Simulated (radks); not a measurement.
# Ta²⁺ in [Kr] 4d10 4f14 5s2 5p5.75 5d3 5f0.25: an all-electron calculation

Aim: the levels, the sizes of the orbitals and the parts of the energy of the tantalum ion Ta2+.

The numbers are computed with radks (a radial shooting solver on a logarithmic mesh, Libxc functionals) version 1 (Dirac Kohn-Sham, LDA (Slater exchange, VWN5 correlation), spin-unpolarised, spherical densities, point nucleus; open shells are shared between the two j in proportion to 2j + 1), except any that are marked as measured or tabulated.

**1. The atom as given**

* element: tantalum (Z = 73)
* charge: +2
* electrons: 71
* configuration: [Kr] 4d10 4f14 5s2 5p5.75 5d3 5f0.25

**2. The run**

The run's settings:

```text
Z 73
configuration [Kr] 4d10 4f14 5s2 5p5.75 5d3 5f0.25 6s0 6p0
relativity Dirac
functional lda,vwn5
spin unpolarised
j_filling average
nucleus point
c 137.035999084
```

Q: Predict the outcome of this run.

As calculated:

```
                        quantity                   value
                    total energy     -15615.3198 hartree
exchange-correlation share of it                  1.97 %
                            −T/E                  1.1225
          highest occupied level        5f7/2, -5.231 eV
    most extended occupied level  5f7/2, <r> = 6.25 bohr
 radius at density 0.001 e/bohr³               3.77 bohr
    maxima of the radial density                       4
```

**Reading.** 5 principal shells are occupied and 4 maxima appear in the radial density; where shells overlap, one shows as a shoulder or not at all. −T/E is 1.123: with relativity the kinetic term as defined here no longer equals −E. This is not the tabulated ground configuration, so its levels and sizes aren't those of the ground state, and no measured value stands beside it.
